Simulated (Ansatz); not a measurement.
# ClH7SiSn (built from SMILES [Cl][SnH3].[SiH4]): search for a transition state

Wanted: the transition state of a four-centre ligand exchange (form Sn1–Si7, Cl2–H6 and break Sn1–Cl2, H6–Si7). The guess is relaxed with those distances held, a saddle search follows, and vibrations and two downhill relaxations check it.

The runs use Ansatz 0.2.0, Gaussian basis; PBE0-D4, def2-SVP first, then def2-TZVP.

143 further runs of the same task are left out: 143 set aside as unsound or not needed.

## Step 1: Starting geometry

The guess: 10 atoms, charge 0, spin multiplicity 1.

Atoms are counted from 1 here; the program's logs count them from 0.

Bond lengths: Sn1–H3 1.717 Å, Sn1–H4 1.771 Å, Sn1–H5 1.717 Å, H6–Si7 1.605 Å, Si7–H8 1.464 Å, Si7–H9 1.461 Å, Si7–H10 1.461 Å. Angles: H3–Sn1–H4 104.7°, H3–Sn1–H5 110.6°, H4–Sn1–H5 104.6°, H6–Si7–H8 130.5°, H6–Si7–H9 101.6°, H6–Si7–H10 99.5°, H8–Si7–H9 106.6°, H8–Si7–H10 106.3°, H9–Si7–H10 111.9°.

As a file:

```xyz
10
charge 0, multiplicity 1
Sn   -0.85210    0.61540   -1.08950
Cl    2.16810    0.91850   -1.12180
H    -0.69240   -0.06410   -2.65840
H    -2.47450    0.14450   -0.55850
H    -0.90730    2.32930   -1.17710
H     1.06370    0.06190    0.08770
Si    0.46230   -0.78810    1.30910
H    -0.92560   -1.02070    1.71430
H     1.05400   -2.10220    1.07100
H     1.10380   -0.09450    2.42340
```

Distances that are to change: Sn1–Si7 3.07 Å, Cl2–H6 1.85 Å, Sn1–Cl2 3.04 Å, H6–Si7 1.60 Å.

## Step 2: Relaxing the guess with the reacting distances held

File hold/in.yaml:

```yaml
crystal:
  periodic: [false, false, false]
  atoms:
    - {symbol: Sn, position_ang: [-0.852100, 0.615400, -1.089500]}
    - {symbol: Cl, position_ang: [2.168100, 0.918500, -1.121800]}
    - {symbol: H, position_ang: [-0.692400, -0.064100, -2.658400]}
    - {symbol: H, position_ang: [-2.474500, 0.144500, -0.558500]}
    - {symbol: H, position_ang: [-0.907300, 2.329300, -1.177100]}
    - {symbol: H, position_ang: [1.063700, 0.061900, 0.087700]}
    - {symbol: Si, position_ang: [0.462300, -0.788100, 1.309100]}
    - {symbol: H, position_ang: [-0.925600, -1.020700, 1.714300]}
    - {symbol: H, position_ang: [1.054000, -2.102200, 1.071000]}
    - {symbol: H, position_ang: [1.103800, -0.094500, 2.423400]}
basis:
  gaussian: {orbitals: def2-SVP}
hamiltonian: {xc: pbe0, dispersion: d4}
relax: {f_tol: 0.04, max_steps: 150, escape_saddle: false, constraints: [{distance: [0, 6]}, {distance: [1, 5]}, {distance: [0, 1]}, {distance: [5, 6]}]}
```

Run with:

```sh
$ ansatz run in.yaml --threads 4 --pin off --events-out ev --progress --plain --max-ram 9574MiB
```

The program printed, cut to the lines that bear on the results:

```text
Functional definition: PBE0
  name "PBE0"
  cite "Adamo & Barone, J. Chem. Phys. 110, 6158 (1999) doi:10.1063/1.478522"
  cite "Perdew, Burke & Ernzerhof, Phys. Rev. Lett. 77, 3865 (1996) doi:10.1103/PhysRevLett.77.3865"
  parent pbe
[...]
1096 factors; integrals over basis functions are off by at most 5.4e-4 eV
[...]
mean field -26328.95401182 eV, -967.5712135285 hartree, gradient 7.9e-5 eV, S^2 0.000000; 0 other end points of the search recorded, 0 dependent functions left out
[...]
reference -26328.95404397 eV, -967.5712147097 hartree; 30, 30 occupied and 67, 67 virtual orbitals, 1096 factors
relax step   1: F+E_penalty+E_count = -26329.14622241 eV  Δ(F+E_penalty+E_count) = +0.000e0 eV  max|allowed force component| = 6.566e-1 eV/Å  Δτ_max = 0.0000 Å  (25 SCF iters, accepted)
[...]
relax step   4: F+E_penalty+E_count = -26329.48266763 eV  Δ(F+E_penalty+E_count) = +2.501e-3 eV  max|allowed force component| = 1.566e-1 eV/Å  Δτ_max = 0.1358 Å  (27 SCF iters, rejected (line search))
[...]
relax step   5: F+E_penalty+E_count = -26329.49367596 eV  Δ(F+E_penalty+E_count) = -8.508e-3 eV  max|allowed force component| = 3.786e-2 eV/Å  Δτ_max = 0.0664 Å  (23 SCF iters, accepted)
  distance Sn 0 - Si 6 held at 3.074206 Å   reaction = +1.6866e-1 eV/Å
  distance Cl 1 - H 5 held at 1.848338 Å   reaction = -1.8317e-1 eV/Å
  distance Sn 0 - Cl 1 held at 3.035543 Å   reaction = +5.7568e-1 eV/Å
  distance H 5 - Si 6 held at 1.604992 Å   reaction = -5.4362e-1 eV/Å
1096 factors; integrals over basis functions are off by at most 5.6e-4 eV
mean field -26329.29593972 eV, -967.5837791469 hartree, gradient 8.5e-5 eV, S^2 0.000000; 1 other end points of the search recorded, 0 dependent functions left out
[...]
reference -26329.29597192 eV, -967.5837803302 hartree; 30, 30 occupied and 67, 67 virtual orbitals, 1096 factors
Total energy: -26329.49370816 eV, -967.5910470030 hartree
Atom 0 at    -0.853754     0.647475    -1.157353 Å, force     0.653195    -0.050856     0.165813 eV/Å
Atom 1 at     2.171080     0.805527    -0.957557 Å, force    -0.421019     0.042806    -0.132012 eV/Å
Atom 2 at    -0.561042    -0.164661    -2.616307 Å, force    -0.003123    -0.004801    -0.011808 eV/Å
Atom 3 at    -2.275234     0.027998    -0.404513 Å, force    -0.010051     0.004246    -0.003972 eV/Å
Atom 4 at    -0.830019     2.341665    -1.089085 Å, force    -0.006308     0.004001     0.002239 eV/Å
Atom 5 at     0.731891     0.170545     0.012950 Å, force    -0.035255     0.258642    -0.358064 eV/Å
Atom 6 at     0.391910    -0.762064     1.274161 Å, force    -0.147326    -0.218662     0.289061 eV/Å
Atom 7 at    -0.993113    -1.011058     1.771960 Å, force    -0.017772    -0.009801     0.029223 eV/Å
Atom 8 at     1.037781    -2.040357     0.877093 Å, force    -0.010345    -0.037857    -0.014679 eV/Å
Atom 9 at     1.180501    -0.015070     2.288850 Å, force    -0.001997     0.012283     0.034201 eV/Å
Dipole moment:    -1.010348    -0.175738     0.144621 e Å
```

Run time: 35 s. Hardware: 4 threads of Intel Xeon at 2.50GHz, shared host.

Along the way: (the energy doesn't fall at every step)

```
step  energy from step 1 (eV)  largest force component (eV/Å)
   1                   0.0000                          0.6566
   2                  -0.2764                          0.3079
   3                  -0.3389                          0.2000
   4                  -0.3364                          0.1566
   5                  -0.3475                          0.0379
```

Close pairs (by a distance rule), those that changed most:

```
   bond  before (Å)  after (Å)  change (Å)
 Sn1–H6       2.316      2.028      -0.288
 Sn1–H4       1.771      1.724      -0.047
 Si7–H8       1.464      1.493      +0.028
Si7–H10       1.461      1.486      +0.026
 Si7–H9       1.461      1.486      +0.026
 Sn1–H3       1.717      1.695      -0.022
 Sn1–H5       1.717      1.696      -0.021
 H6–Si7       1.605      1.605      +0.000
```

## Step 3: A starting Hessian

File hessian/in.yaml:

```yaml
crystal:
  periodic: [false, false, false]
  atoms:
    - {symbol: Sn, position_ang: [-0.853754, 0.647475, -1.157353]}
    - {symbol: Cl, position_ang: [2.171080, 0.805527, -0.957557]}
    - {symbol: H, position_ang: [-0.561042, -0.164661, -2.616307]}
    - {symbol: H, position_ang: [-2.275234, 0.027998, -0.404513]}
    - {symbol: H, position_ang: [-0.830019, 2.341665, -1.089085]}
    - {symbol: H, position_ang: [0.731891, 0.170545, 0.012950]}
    - {symbol: Si, position_ang: [0.391910, -0.762064, 1.274161]}
    - {symbol: H, position_ang: [-0.993113, -1.011058, 1.771960]}
    - {symbol: H, position_ang: [1.037781, -2.040357, 0.877093]}
    - {symbol: H, position_ang: [1.180501, -0.015070, 2.288850]}
basis:
  gaussian: {orbitals: def2-SVP}
hamiltonian: {xc: pbe0, dispersion: d4}
phonons: {}
scf: {lower_state_search: off}
```

Run with:

```sh
$ ansatz run in.yaml --threads 4 --pin off --events-out ev --progress --plain --max-ram 9574MiB
```

The program printed, cut to the lines that bear on the results:

```text
[... 5 set-up lines as earlier in the session ...]
[...]
1101 factors; integrals over basis functions are off by at most 3.9e-4 eV
[...]
mean field -26329.29593319 eV, -967.5837789070 hartree, gradient 6.4e-6 eV, S^2 0.000000; 0 other end points of the search recorded, 0 dependent functions left out
[...]
reference -26329.29596536 eV, -967.5837800893 hartree; 30, 30 occupied and 67, 67 virtual orbitals, 1101 factors
[... from here to the last solve, the lines of the solves are left out (59 solves) ...]
1101 factors; integrals over basis functions are off by at most 3.9e-4 eV
[...]
mean field -26329.29580539 eV, -967.5837742105 hartree, gradient 8.0e-7 eV, S^2 0.000000; 0 other end points of the search recorded, 0 dependent functions left out
[...]
WARN: phonons: modes at or below zero, which the zero-point energy, F, S and C_V leave out: 3, the lowest at -729.32 cm⁻¹. A minimum has none, and a first-order saddle one
[...]
Atom 3 at    -2.275234     0.027998    -0.404513 Å, force    -0.010040     0.004226    -0.003941 eV/Å
Atom 4 at    -0.830019     2.341665    -1.089085 Å, force    -0.006297     0.004023     0.002236 eV/Å
Atom 5 at     0.731891     0.170545     0.012950 Å, force    -0.035250     0.258639    -0.358051 eV/Å
Atom 6 at     0.391910    -0.762064     1.274161 Å, force    -0.147279    -0.218682     0.289040 eV/Å
Atom 7 at    -0.993113    -1.011058     1.771960 Å, force    -0.017806    -0.009792     0.029234 eV/Å
Atom 8 at     1.037781    -2.040357     0.877093 Å, force    -0.010344    -0.037852    -0.014665 eV/Å
Atom 9 at     1.180501    -0.015070     2.288850 Å, force    -0.001997     0.012292     0.034194 eV/Å
Dipole moment:    -1.010348    -0.175740     0.144625 e Å
Vibrations: -729.32 -141.11 -59.25 65.98 197.22 216.11 317.15 435.44 467.95 526.67 645.13 695.73 703.47 723.18 871.54 912.85 935.97 1609.82 1899.39 1985.47 2014.87 2234.99 2272.43 2290.15 cm⁻¹, zero-point energy 1.365159 eV
Checks for a lower state left out: stability, starts, cluster_reference, orbital_swaps, neighbouring_geometries, increment
```

It took 3.1 min on 4 threads of Intel Xeon at 2.50GHz, shared host.

The structure is not stationary yet, so these wavenumbers are no spectrum; the search needs only the force constants.

## Step 4: Saddle search in the small basis

A small driver takes partitioned rational-function steps: uphill along one mode, downhill along the rest. It calls the program once a step for energy and forces and updates the Hessian by Bofill's formula. It stops when the largest force is under 0.04 eV/Å and the followed curvature is negative. The first step's input:

File presaddle/in.yaml:

```yaml
crystal:
  periodic: [false, false, false]
  atoms:
    - {symbol: Sn, position_ang: [-0.853754, 0.647475, -1.157353]}
    - {symbol: Cl, position_ang: [2.171080, 0.805527, -0.957557]}
    - {symbol: H, position_ang: [-0.561042, -0.164661, -2.616307]}
    - {symbol: H, position_ang: [-2.275234, 0.027998, -0.404513]}
    - {symbol: H, position_ang: [-0.830019, 2.341665, -1.089085]}
    - {symbol: H, position_ang: [0.731891, 0.170545, 0.012950]}
    - {symbol: Si, position_ang: [0.391910, -0.762064, 1.274161]}
    - {symbol: H, position_ang: [-0.993113, -1.011058, 1.771960]}
    - {symbol: H, position_ang: [1.037781, -2.040357, 0.877093]}
    - {symbol: H, position_ang: [1.180501, -0.015070, 2.288850]}
basis:
  gaussian: {orbitals: def2-SVP}
hamiltonian: {xc: pbe0, dispersion: d4}
output: {forces: true}
scf: {lower_state_search: off}
```

Run with:

```sh
$ ansatz run in.yaml --threads 4 --pin off --events-out ev --progress --plain --max-ram 9574MiB
```

The driver's record:

```
step   energy (eV)  largest force (eV/Å)  followed curvature (eV/Å²)
   1  -26329.49369                0.6532                       -5.33
   2  -26329.57660                0.3453                       -5.33
   3  -26329.59664                0.1310                       -5.33
   4  -26329.60900                0.1984                       -5.34
   5  -26329.62409                0.2785                       -5.33
   6  -26329.64143                0.4753                       -5.33
   7  -26329.64505                0.5834                       -5.30
   8  -26329.65390                0.6350                       -5.36
   9  -26329.67322                0.1934                       -5.44
  10  -26329.67485                0.3009                       -5.50
  11  -26329.68061                0.2105                       -5.51
  12  -26329.68211                0.2258                       -5.52
  13  -26329.68513                0.1125                       -5.63
  14  -26329.68644                0.0959                       -5.61
  15  -26329.68753                0.0362                       -5.62
```

The 15 steps took 44 s in all (4 threads of Intel Xeon at 2.50GHz, shared host).

## Step 5: Saddle search in triple zeta

A small driver takes partitioned rational-function steps: uphill along one mode, downhill along the rest. It calls the program once a step for energy and forces and updates the Hessian by Bofill's formula. It stops when the largest force is under 0.01 eV/Å and the followed curvature is negative. The first step's input:

File saddle/in.yaml:

```yaml
crystal:
  periodic: [false, false, false]
  atoms:
    - {symbol: Sn, position_ang: [-0.690733, 0.488157, -1.155769]}
    - {symbol: Cl, position_ang: [1.987971, 1.256032, -1.010513]}
    - {symbol: H, position_ang: [-0.296660, -0.065813, -2.714344]}
    - {symbol: H, position_ang: [-1.948386, -0.550905, -0.553916]}
    - {symbol: H, position_ang: [-1.145622, 2.104278, -0.911906]}
    - {symbol: H, position_ang: [1.015393, 0.337932, 0.032831]}
    - {symbol: Si, position_ang: [0.304837, -0.691132, 1.281322]}
    - {symbol: H, position_ang: [-0.894941, -0.227582, 2.039670]}
    - {symbol: H, position_ang: [0.139826, -2.117153, 0.866767]}
    - {symbol: H, position_ang: [1.528314, -0.533814, 2.126059]}
basis:
  gaussian: {orbitals: def2-TZVP}
hamiltonian: {xc: pbe0, dispersion: d4}
output: {forces: true}
scf: {lower_state_search: off}
```

Run with:

```sh
$ ansatz run in.yaml --threads 4 --pin off --events-out ev --progress --plain --max-ram 9574MiB
```

The driver's record:

```
step   energy (eV)  largest force (eV/Å)  followed curvature (eV/Å²)
   1  -26337.16612                0.1845                       -5.62
   2  -26337.16734                0.3552                       -5.57
   3  -26337.17762                0.0831                       -5.59
   4  -26337.17892                0.1445                       -5.58
   5  -26337.18124                0.0730                       -5.58
   6  -26337.18186                0.0258                       -5.70
   7  -26337.18138                0.0365                       -5.70
   8  -26337.18200                0.0224                       -5.70
   9  -26337.18206                0.0133                       -5.70
  10  -26337.18213                0.0188                       -5.70
  11  -26337.18214                0.0171                       -5.70
  12  -26337.18212                0.0192                       -5.70
  13  -26337.18213                0.0161                       -5.72
  14  -26337.18215                0.0063                       -5.77
```

The 14 steps took 81 s in all (4 threads of Intel Xeon at 2.50GHz, shared host).

The point found:

```
Sn   -0.6997    0.4690   -1.1400
Cl    1.9419    1.4347   -0.8933
H    -0.1762   -0.2183   -2.5932
H    -1.9900   -0.4981   -0.5049
H    -1.1564    2.0944   -1.0591
H     0.9600    0.3822    0.0457
Si    0.3072   -0.7142    1.2547
H    -0.7943   -0.1866    2.0962
H     0.0116   -2.0967    0.8049
H     1.5960   -0.6663    1.9891
```

Followed mode, largest move set to 1: H6 (0.79, 0.38, -0.48); Sn1 (-0.33, -0.23, 0.30); Cl2 (0.20, -0.11, 0.44); H4 (-0.42, -0.04, -0.02).

## Step 6: Checking the order of the point

File vib/in.yaml:

```yaml
crystal:
  periodic: [false, false, false]
  atoms:
    - {symbol: Sn, position_ang: [-0.699658, 0.469027, -1.139965]}
    - {symbol: Cl, position_ang: [1.941924, 1.434671, -0.893333]}
    - {symbol: H, position_ang: [-0.176220, -0.218296, -2.593195]}
    - {symbol: H, position_ang: [-1.990044, -0.498147, -0.504859]}
    - {symbol: H, position_ang: [-1.156441, 2.094394, -1.059144]}
    - {symbol: H, position_ang: [0.959953, 0.382159, 0.045710]}
    - {symbol: Si, position_ang: [0.307216, -0.714210, 1.254718]}
    - {symbol: H, position_ang: [-0.794338, -0.186558, 2.096244]}
    - {symbol: H, position_ang: [0.011593, -2.096743, 0.804892]}
    - {symbol: H, position_ang: [1.596016, -0.666297, 1.989133]}
basis:
  gaussian: {orbitals: def2-TZVP}
hamiltonian: {xc: pbe0, dispersion: d4}
phonons: {temperatures: {t_min: 298.15, t_max: 900, t_step: 200}}
```

Run with:

```sh
$ ansatz run in.yaml --threads 4 --pin off --events-out ev --progress --plain --max-ram 9574MiB
```

The program printed, cut to the lines that bear on the results:

```text
[... 5 set-up lines as earlier in the session ...]
[...]
1305 factors; their error is unknown
[...]
mean field -26336.97949059 eV, -967.8661444334 hartree, gradient 6.4e-5 eV, S^2 0.000000; 0 other end points of the search recorded, 0 dependent functions left out
[...]
reference -26336.97953103 eV, -967.8661459193 hartree; 30, 30 occupied and 136, 136 virtual orbitals, 1305 factors
[... from here to the last solve, the lines of the solves are left out (59 solves) ...]
1305 factors; their error is unknown
mean field -26336.97945650 eV, -967.8661431805 hartree, gradient 1.8e-6 eV, S^2 0.000000; 0 other end points of the search recorded, 0 dependent functions left out
[...]
WARN: phonons: modes at or below zero, which the zero-point energy, F, S and C_V leave out: 1, the lowest at -972.08 cm⁻¹. A minimum has none, and a first-order saddle one
[...]
Atom 2 at    -0.176220    -0.218296    -2.593195 Å, force    -0.001922     0.001864     0.002983 eV/Å
Atom 3 at    -1.990044    -0.498147    -0.504859 Å, force     0.003338     0.001591    -0.000782 eV/Å
Atom 4 at    -1.156441     2.094394    -1.059144 Å, force    -0.002475     0.000670     0.000527 eV/Å
Atom 5 at     0.959953     0.382159     0.045710 Å, force     0.000007    -0.001621     0.000883 eV/Å
Atom 6 at     0.307216    -0.714210     1.254718 Å, force     0.002156     0.001519    -0.003978 eV/Å
Atom 7 at    -0.794338    -0.186558     2.096244 Å, force    -0.006303     0.002341     0.003177 eV/Å
Atom 8 at     0.011593    -2.096743     0.804892 Å, force     0.000407    -0.001307    -0.000489 eV/Å
Atom 9 at     1.596016    -0.666297     1.989133 Å, force     0.002312    -0.001950     0.001900 eV/Å
Dipole moment:    -0.667890    -0.366391     0.118536 e Å
Vibrations: -972.08 111.25 147.36 172.37 226.37 295.31 345.42 460.29 469.69 531.51 646.25 727.12 733.47 825.22 861.38 915.44 935.10 1256.77 1845.52 1991.03 2017.54 2227.26 2250.23 2254.20 cm⁻¹, zero-point energy 1.379081 eV
```

It took 4.1 min on 4 threads of Intel Xeon at 2.50GHz, shared host.

Wavenumbers and character of the modes:

```
mode  wavenumber (cm⁻¹)                character
   1               972i   changes Cl2–H6, H6–Si7
   2                111        torsion with bend
   3                147                     bend
   4                172                  torsion
   5                226            Sn–Cl stretch
   6                295  Si–Sn stretch with bend
   7                345        torsion with bend
   8                460                     bend
   9                470                     bend
  10                532                     bend
  11                646                     bend
  12                727                     bend
  13                733        torsion with bend
  14                825                  torsion
  15                861                     bend
  16                915        torsion with bend
  17                935        bend with torsion
  18               1257             Sn–H stretch
  19               1846             Sn–H stretch
  20               1991             Sn–H stretch
  21               2018             Sn–H stretch
  22               2227             Si–H stretch
  23               2250             Si–H stretch
  24               2254             Si–H stretch
```

Vibrational sums (real modes only):

```
T (K)  entropy (J/mol/K)  heat capacity (J/mol/K)
  298               69.3                     81.3
  498              119.5                    114.6
  698              161.9                    136.0
  898              198.0                    150.8
```

(Part 1 of 2 ends here.)
